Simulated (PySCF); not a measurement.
# NaCd: from the state search to spectroscopic constants

What are the lowest state that PBE0 finds, the bond length, vibrational wavenumber and bond energy of NaCd, and how much do these hang on the method?

The runs use PySCF 2.14.0; Na def2-SVP, Cd def2-SVP with ECP28, scalar-relativistic core potentials.

### 1 Set-up

A driver script around PySCF takes these settings:

```yaml
atoms: Na, Cd
charge: 0
basis: Na def2-SVP, Cd def2-SVP with ECP28
Hamiltonian: scalar-relativistic core potentials
basis_functions: 46
electrons_treated: 31
masses_in_u: 22.9898, 113.9034
levels: PBE0, PBE, r²SCAN, BHandHLYP, LDA, TPSSh, CAM-B3LYP, HF, MP2, SCS-MP2, CCSD, CCSD(T)
grid: 80 radial by 434 angular points
occupations: held fixed by the projection of orbital angular momentum
dissociation_limit: Na + Cd, each in its ground configuration
starting_distance_in_angstrom: 2.975
values_of_2S_to_try: 1, 3
```

Run with:

```bash
> OMP_NUM_THREADS=1 python dia.py task.json out
```

After this run come: First curve: PBE0; Other states along the same grid; PBE (GGA); r²SCAN (meta-GGA); BHandHLYP (global hybrid GGA); LDA; TPSSh (hybrid meta-GGA); CAM-B3LYP (range-separated hybrid); UHF (mean field); Correlated methods on the Hartree–Fock reference.

**Question.** What will these runs give? Wanted: for each run, Re; ωe; De; μ.

The runs gave:

Lowest PBE0 solution found, without spin–orbit coupling: ²Σ⁺ (doublet), unpaired electrons σ ↑. State 3 has its PBE0 minimum 3.65 eV higher. The other levels ran on the lowest alone.

```csv
level,Re (Å),ωe (cm⁻¹),De (eV),μ (D)
UHF-MP2,4.036,25.0,0.031,n/a
UHF-CCSD,3.695,41.8,0.045,n/a
UHF-CCSD(T),3.649,45.9,0.052,n/a
LDA,3.219,90.6,0.248,-1.10
PBE,3.422,72.6,0.145,-0.73
r²SCAN,3.371,79.2,0.178,-1.17
TPSSh,3.444,70.6,0.134,-0.69
PBE0,3.483,66.3,0.115,-0.68
BHandHLYP,3.568,54.5,0.059,-0.53
CAM-B3LYP,3.509,56.6,0.068,-0.56
```

De is counted to Na + Cd in their ground configurations. A positive dipole means Na(−)Cd(+). No constants: UHF (no minimum is bracketed among the points kept); UHF-SCS-MP2 (no minimum is bracketed among the points kept).

What this shows: Bond lengths run from 3.219 Å (LDA) to 4.036 Å (UHF-MP2). CCSD(T) can't serve as the judge here: for a weak bond in this basis it is far from its limit. Among the levels with a De in the table, it runs from 0.031 eV (UHF-MP2) to 0.248 eV (LDA).

Correlated steps freeze 1 core orbital. The bond is weak, and basis-set superposition, which was not computed, may be a sizeable part of it. Spin–orbit coupling is left out.
